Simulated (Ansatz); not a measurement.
# the Zr-Cu system: a small convex hull

Program: the Ansatz DFT code, driven from Python.

The script, `zrcu.py`:
```python
# -*- coding: utf-8 -*-
from collections import Counter
import warnings

import ansatz as az
import pandas as pd
from pymatgen.analysis.phase_diagram import PDEntry, PhaseDiagram
from pymatgen.core import Composition

PHASES = {
    "ZrCu Pm-3m": (
        [(3.252664, 0.0, 0.0), (0.0, 3.252664, 0.0), (0.0, 0.0, 3.252664)],
        [
            ("Zr", (0.5, 0.5, 0.5)),
            ("Cu", (0.0, 0.0, 0.0)),
        ],
    ),
    "Zr3Cu Pm-3m": (
        [(4.311517, 0.0, 0.0), (0.0, 4.311517, 0.0), (0.0, 0.0, 4.311517)],
        [
            ("Zr", (0.5, 0.5, 0.0)),
            ("Zr", (0.5, 0.0, 0.5)),
            ("Zr", (0.0, 0.5, 0.5)),
            ("Cu", (0.0, 0.0, 0.0)),
        ],
    ),
    "Zr": (
        [(3.232, 0.0, 0.0), (-1.616, 2.798994, 0.0), (0.0, 0.0, 5.147)],
        [
            ("Zr", (1 / 3, 2 / 3, 0.25)),
            ("Zr", (2 / 3, 1 / 3, 0.75)),
        ],
    ),
    "Cu": (
        [(0.0, 1.8075, 1.8075), (1.8075, 0.0, 1.8075), (1.8075, 1.8075, 0.0)],
        [
            ("Cu", (0.0, 0.0, 0.0)),
        ],
    ),
}


def build(vectors, sites):
    crystal = az.Crystal(lattice=az.Lattice.of(vectors))
    for symbol, position in sites:
        crystal = crystal.atom(symbol, position)
    return crystal


def run_phase(name, crystal):
    calc = (
        crystal.calculation()
        .functional("r2scan")
        .basis(530)
        .kpoints(spacing=0.16)
        .occupations("fermi_dirac", width=0.1)
    )
    calc = calc.relax(force_tolerance=0.02, max_steps=40, fix_cell=["shape"])
    return calc.run(threads=1, pin="off")


def counts(outcome):
    return Counter(site.symbol for site in outcome.lattice.sites)

warnings.simplefilter("ignore", az.DeckWarning)

phases = {name: build(*cell) for name, cell in PHASES.items()}

done = {}
for name, crystal in phases.items():
    done[name] = run_phase(name, crystal)
    print(f"{name}: {done[name].report['energy_sigma0_ev']:.4f} eV, {len(done[name].lattice.sites)} atoms")

entries = [PDEntry(Composition(dict(counts(o))), o.report["energy_sigma0_ev"], name=name) for name, o in done.items()]
diagram = PhaseDiagram(entries)
rows = [(e.name, e.composition.get_atomic_fraction("Cu"), diagram.get_form_energy_per_atom(e), diagram.get_e_above_hull(e)) for e in entries]
rows.sort(key=lambda row: row[1])
print(pd.DataFrame(rows, columns=["phase", "x(Cu)", "E_form (eV/atom)", "above hull (eV/atom)"]).round(4).to_string(index=False))
print("on the hull of these phases:", ", ".join(row[0] for row in rows if row[3] < 1e-6))
```

`python zrcu.py` gives:
```text
ZrCu Pm-3m: -10826.4614 eV, 2 atoms
Zr3Cu Pm-3m: -19216.0498 eV, 4 atoms
Zr: -8390.0461 eV, 2 atoms
Cu: -6631.2369 eV, 1 atoms
      phase  x(Cu)  E_form (eV/atom)  above hull (eV/atom)
         Zr   0.00            0.0000                0.0000
Zr3Cu Pm-3m   0.25            0.0641                0.1144
 ZrCu Pm-3m   0.50           -0.1007                0.0000
         Cu   1.00            0.0000                0.0000
on the hull of these phases: Zr, ZrCu Pm-3m, Cu
```

What to keep in mind:
- Absolute energies stand on the zero of these potentials, so only differences at equal settings mean something.
- No spin polarisation was allowed.
- Atoms and volume are relaxed with the cell's shape held, which in cells of lower than cubic symmetry can hide stresses and shift volumes.
- The cells come from databases of deposited and of computed structures, and not all need be stable phases.
- Differences under 10 to 15 meV an atom lie within the error of mesh and functional, so such verdicts may flip; only the cells listed enter the hull.
- It ran for 3.9 min on 1 thread of Arm Neoverse V1 (shared host), peak memory 0.78 GiB.
